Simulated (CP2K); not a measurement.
Crystal: NbSi.

```
Nb Si
1.0
     3.63995    0.00000    0.00000
     1.81997    3.15229    0.00000
     1.81997    1.05076    2.97200
Nb Si
1 1
Direct
  0.00000 0.00000 0.00000
  0.50000 0.50000 0.50000
```

The cell was built by a generator and needn't be a form met in nature.

Base run:

* Program: CP2K 2026.2
* Functional: r2SCAN
* Potentials or basis: POTENTIAL_UZH Nb GTH-SCAN-q13, Si GTH-SCAN-q4; TZVP-MOLOPT-SCAN-GTH basis
* Density cutoff: 9184 eV
* k mesh: 9 × 9 × 9
* Occupations: fermi-dirac, width 0.05 eV
* Spin: no spin polarisation

Its results: band gap on the k mesh none (metal or under the smearing width); pressure -0.9 GPa.

Problem. After a change of settings the same cell gave: band gap on the k mesh none (metal or under the smearing width); pressure -3.4 GPa. Which change was it?
A. dispersion from none to D3(BJ)
B. dispersion from none to D4
C. dispersion from none to rVV10

Solution. A.

Dispersion adds attraction, which lowers the pressure at fixed volume and, as a term added to the energy, leaves the levels alone.

Caveats: the basis of atomic orbitals isn't converged, which shifts pressures, moduli and gaps; pairwise dispersion overbinds metals, which lowers pressure and volume (some runs).
